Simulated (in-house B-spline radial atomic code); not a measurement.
# Nd³⁺ in a hard spherical wall

What does confinement do to Nd³⁺? The free system is solved first, then the same system inside hard walls. More than one configuration is followed.

The numbers are computed with in-house B-spline radial atomic code version 1 (non-relativistic PBE, spin-polarised, spherical fractional occupations, point nucleus, basis-set limit), except any that are marked as measured or tabulated.

### 1 The system

```
element       : neodymium (Z = 60)
charge        : +3
electrons     : 57
configuration : [Xe] 4f3
Hamiltonian   : non-relativistic
nucleus       : point
```

Outer shells as boxes (Hund's rule):

[Xe] 4f3
```
[Xe] core
4f [↑ ][↑ ][↑ ][  ][  ][  ][  ]
```

Where spins are not typed, each open shell is filled with up spins first.

Settings, as recorded:

```ini
Z = 60
electrons = 57.0
configuration = [Xe] 4f3
hamiltonian = nr
method = pbe,pbe
spin_polarised = True
```

The reference is known from an earlier run: -9284.937455 hartree in all. Up to eight levels, counted from the top:

| orbital | occupation | energy (eV) | <r> (bohr) |
| --- | --- | --- | --- |
| 4p down | 3 | -247.24 | 0.6558 |
| 4d up | 5 | -151.39 | 0.7013 |
| 4d down | 5 | -148.84 | 0.7017 |
| 5s up | 1 | -63.356 | 1.503 |
| 5s down | 1 | -62.147 | 1.517 |
| 5p up | 3 | -47.779 | 1.664 |
| 5p down | 3 | -46.822 | 1.682 |
| 4f up | 3 | -35.367 | 0.9203 |

### 2 Wall at 9.83 bohr, configuration [Xe] 4f3

Settings, as recorded:

```ini
Z = 60
electrons = 57.0
configuration = [Xe] 4f3
hamiltonian = nr
method = pbe,pbe
spin_polarised = True
wall_radius = 9.83
```

### 3 Wall at 3.4 bohr, configuration [Xe] 4f3

Changes to the settings of step 2:

```diff
@@ -6,2 +6,2 @@
 spin_polarised = True
-wall_radius = 9.83
+wall_radius = 3.4
```

### 4 Wall at 1.9 bohr, configuration [Xe] 4f3

Changes to the settings of step 3:

```diff
@@ -6,2 +6,2 @@
 spin_polarised = True
-wall_radius = 3.4
+wall_radius = 1.9
```

### 5 Wall at 9.83 bohr, configuration [Kr] 4d10 4f3 5s2 5p5 5f1

Settings, as recorded:

```ini
Z = 60
electrons = 57.0
configuration = [Kr] 4d10 4f3 5s2 5p5 5f1
hamiltonian = nr
method = pbe,pbe
spin_polarised = True
wall_radius = 9.83
```

### 6 Wall at 3.4 bohr, configuration [Kr] 4d10 4f3 5s2 5p5 5f1

Changes to the settings of step 5:

```diff
@@ -6,2 +6,2 @@
 spin_polarised = True
-wall_radius = 9.83
+wall_radius = 3.4
```

### 7 Wall at 1.9 bohr, configuration [Kr] 4d10 4f3 5s2 5p5 5f1

Changes to the settings of step 6:

```diff
@@ -6,2 +6,2 @@
 spin_polarised = True
-wall_radius = 3.4
+wall_radius = 1.9
```

### 8 Wall at 9.83 bohr, configuration [Kr] 4d10 4f3 5s2 5p5 5d1

Settings, as recorded:

```ini
Z = 60
electrons = 57.0
configuration = [Kr] 4d10 4f3 5s2 5p5 5d1
hamiltonian = nr
method = pbe,pbe
spin_polarised = True
wall_radius = 9.83
```

### 9 Wall at 3.4 bohr, configuration [Kr] 4d10 4f3 5s2 5p5 5d1

Changes to the settings of step 8:

```diff
@@ -6,2 +6,2 @@
 spin_polarised = True
-wall_radius = 9.83
+wall_radius = 3.4
```

### 10 Wall at 1.9 bohr, configuration [Kr] 4d10 4f3 5s2 5p5 5d1

Changes to the settings of step 9:

```diff
@@ -6,2 +6,2 @@
 spin_polarised = True
-wall_radius = 3.4
+wall_radius = 1.9
```

**Question.** What do the energy and the highest level do as the wall closes in, and which configuration is lower at each radius?

**Answer**, as computed:

| configuration | radius (bohr) | energy above the free system (eV) | pressure (GPa) | highest level (eV) |
| --- | --- | --- | --- | --- |
| [Xe] 4f3 | 9.83 | below noise | 5.28e-08 | -35.367 (4f up) |
| [Xe] 4f3 | 3.4 | 5.853 | 120 | -32.664 (4f up) |
| [Xe] 4f3 | 1.9 | 349.00 | 23739 | 19.636 (5p down) |
| [Kr] 4d10 4f3 5s2 5p5 5f1 | 9.83 | 38.342 | 0.0298 | -12.077 (5f up) |
| [Kr] 4d10 4f3 5s2 5p5 5f1 | 3.4 | 59.924 | 229 | 8.491 (5f up) |
| [Kr] 4d10 4f3 5s2 5p5 5f1 | 1.9 | 453.81 | 25117 | 125.14 (5f up) |
| [Kr] 4d10 4f3 5s2 5p5 5d1 | 9.83 | 21.302 | 9.91e-06 | -26.662 (5d up) |
| [Kr] 4d10 4f3 5s2 5p5 5d1 | 3.4 | 29.573 | 147 | -21.179 (5d up) |
| [Kr] 4d10 4f3 5s2 5p5 5d1 | 1.9 | 391.85 | 24447 | 62.580 (5d up) |

For [Xe] 4f3 the energy above the free reference is below noise at 9.83 bohr and 349.00 eV at 1.9 bohr, where the electrons press on it with 23739 GPa. Its highest level passes zero between 3.4 and 1.9 bohr; in smaller spheres the level is positive, pushed up by confinement, and the wall keeps the electron in. Of [Xe] 4f3 and [Kr] 4d10 4f3 5s2 5p5 5f1, the first stays lower at every radius that both share. At 1.9 bohr the lowest of all 3 is [Xe] 4f3. A hard wall is a crude model of an atom's surroundings.
